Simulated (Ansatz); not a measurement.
**BCl2HO: a rigid scan of the dihedral angle H5–O1–B2–Cl3**

How does the energy rise as the dihedral angle H5–O1–B2–Cl3 leaves its equilibrium value, and do density functionals follow CCSD(T)? No other atom is relaxed.

The runs use Ansatz 0.2.0, Gaussian basis; single points in def2-TZVPP.

Levels: PBE-D4, r2SCAN-D4, PBE0-D4, B3LYP-D4, wB97M-V, Hartree-Fock, MP2, CCSD, CCSD(T). The scan takes -174.4, -148.7, -122.9, -97.2, -71.5, -45.8, -20.1°.

Cores are frozen in the correlated methods. B3LYP uses VWN-RPA correlation.

36 further runs of the same task are left out: 36 set aside as unsound or not needed.

### 1 Starting geometry

SMILES `OB(Cl)Cl`, 5 atoms, charge 0, spin multiplicity 1.

Atoms are counted from 1 here; the program's logs count them from 0.

Bond lengths: O1–B2 1.475 Å, O1–H5 1.027 Å, B2–Cl3 1.835 Å, B2–Cl4 1.797 Å. Angles: B2–O1–H5 101.2°, O1–B2–Cl3 119.3°, O1–B2–Cl4 119.9°, Cl3–B2–Cl4 120.8°.

Geometry (Å):

```mol
BCl2HO
  3D, bonds by distance, orders not assigned

  5  4  0  0  0  0  0  0  0  0999 V2000
    1.0692    0.5799   -0.0749 O   0  0
   -0.1097   -0.3064   -0.0893 B   0  0
   -0.3861   -1.4544    1.3147 Cl  0  0
   -1.1949   -0.3284   -1.5215 Cl  0  0
    0.6714    1.4356    0.3296 H   0  0
  1  2  8  0
  1  5  8  0
  2  3  8  0
  2  4  8  0
M  END
```

### 2 A first relaxation in a small basis

pre/in.yaml

```yaml
crystal:
  periodic: [false, false, false]
  atoms:
    - {symbol: O, position_ang: [1.069200, 0.579900, -0.074900]}
    - {symbol: B, position_ang: [-0.109700, -0.306400, -0.089300]}
    - {symbol: Cl, position_ang: [-0.386100, -1.454400, 1.314700]}
    - {symbol: Cl, position_ang: [-1.194900, -0.328400, -1.521500]}
    - {symbol: H, position_ang: [0.671400, 1.435600, 0.329600]}
basis:
  gaussian: {orbitals: def2-SVP}
hamiltonian: {xc: pbe, dispersion: d4}
relax: {f_tol: 0.03, max_steps: 250}
```

The command line of these runs was not kept.

The runs that follow: Finding the minimum; Reference energies at the minimum; H5–O1–B2–Cl3 = -174.4°; H5–O1–B2–Cl3 = -148.7°; H5–O1–B2–Cl3 = -122.9°; H5–O1–B2–Cl3 = -97.2°; H5–O1–B2–Cl3 = -71.5°; H5–O1–B2–Cl3 = -45.8°; H5–O1–B2–Cl3 = -20.1°.

What does the calculation give? Wanted: highest point, CCSD(T); lowest point, CCSD(T); RMS deviation from CCSD(T); largest T1 diagnostic.

**Answer**, as computed:

| quantity | value |
| --- | --- |
| highest point, CCSD(T) | 10.9 kcal/mol at -97.2° |
| lowest point, CCSD(T) | 0.0 kcal/mol at -180.0° |
| RMS deviation from CCSD(T) | PBE-D4 0.3, r2SCAN-D4 0.3, PBE0-D4 0.3, B3LYP-D4 0.4, wB97M-V 0.2, Hartree-Fock 0.6, MP2 0.1, CCSD 0.0 kcal/mol |
| largest T1 diagnostic | 0.011 |

**Reading.** Over the points sampled the torsion costs at most 10.9 kcal/mol, a hindered rotation that is fast at room temperature. A rigid scan overstates barriers, since nothing else may give way. CCSD follows the CCSD(T) curve best and Hartree-Fock worst.
